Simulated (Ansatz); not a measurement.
# CH5GeO+ (SMILES [CH2]1[OH+][GeH2]1): functionals against CCSD(T) at one geometry

An exercise on one series of results from a longer session: the logs are not shown, and one member is left open.

Program: Ansatz 0.2.0, Gaussian basis. Level of theory: single points in def2-TZVPP. These are calculated values, not measurements.

Cores are frozen in the correlated methods. Filled d shells of the heavier atoms are correlated.

### The starting structure

SMILES `[CH2]1[OH+][GeH2]1`, 8 atoms, charge 1, spin multiplicity 1.

Atoms are counted from 1 here; the program's logs count them from 0.

Bond lengths: C1–O2 1.467 Å, C1–Ge3 1.862 Å, C1–H4 1.045 Å, C1–H5 1.090 Å, O2–Ge3 2.208 Å, O2–H6 0.936 Å, Ge3–H7 1.409 Å, Ge3–H8 1.699 Å. Angles: O2–C1–Ge3 82.1°, O2–C1–H4 105.1°, O2–C1–H5 102.8°, Ge3–C1–H4 126.4°, Ge3–C1–H5 125.3°, H4–C1–H5 105.2°, C1–O2–Ge3 56.7°, C1–O2–H6 121.3°, Ge3–O2–H6 124.5°, C1–Ge3–O2 41.2°, C1–Ge3–H7 120.8°, C1–Ge3–H8 120.6°, O2–Ge3–H7 104.4°, O2–Ge3–H8 98.8°, H7–Ge3–H8 108.8°.

Coordinates:

```xyz
8
CH5GeO
C    -0.56670    0.33220   -0.59590
O    -0.27580    0.75350    0.77920
Ge    0.52480   -1.09880   -0.11660
H    -1.60970    0.32100   -0.66200
H    -0.25270    1.19490   -1.18380
H     0.23230    1.51910    0.95570
H     0.04160   -2.12740    0.71680
H     2.17350   -0.85590    0.21480
```

The first run:

Input file run/in.yaml:

```yaml
crystal:
  periodic: [false, false, false]
  atoms:
    - {symbol: C, position_ang: [-0.566700, 0.332200, -0.595900]}
    - {symbol: O, position_ang: [-0.275800, 0.753500, 0.779200]}
    - {symbol: Ge, position_ang: [0.524800, -1.098800, -0.116600]}
    - {symbol: H, position_ang: [-1.609700, 0.321000, -0.662000]}
    - {symbol: H, position_ang: [-0.252700, 1.194900, -1.183800]}
    - {symbol: H, position_ang: [0.232300, 1.519100, 0.955700]}
    - {symbol: H, position_ang: [0.041600, -2.127400, 0.716800]}
    - {symbol: H, position_ang: [2.173500, -0.855900, 0.214800]}
basis:
  gaussian: {orbitals: def2-TZVPP}
total_charge: 1
correlation: {method: ccsd_t}
output: {forces: true}
```

No record of the launch command was kept for these runs.

Steps of the session up to this table: CCSD(T)/def2-TZVPP; PBE0-D4/def2-TZVPP; wB97M-V/def2-TZVPP; r2SCAN-D4/def2-TZVPP; PBE-D4/def2-TZVPP; r2SCAN0-D4/def2-TZVPP; CAM-B3LYP-D4/def2-TZVPP.

One of the session's tables, all rows but one given; the rest of the session is left out.

```
      method  RMS force component (eV/Å)  angle to CCSD(T) forces (°)
     CCSD(T)                       1.663                    reference
     PBE0-D4                       1.655                          5.7
     wB97M-V                       1.646                          3.0
   r2SCAN-D4                       1.652                          3.0
      PBE-D4                       1.685                          7.9
  r2SCAN0-D4                           ?                            ?
CAM-B3LYP-D4                       1.642                          4.5
```

**Question.** Estimate the row for r2SCAN0-D4.

The run gave: RMS force component (eV/Å): 1.642; angle to CCSD(T) forces (°): 6.0.
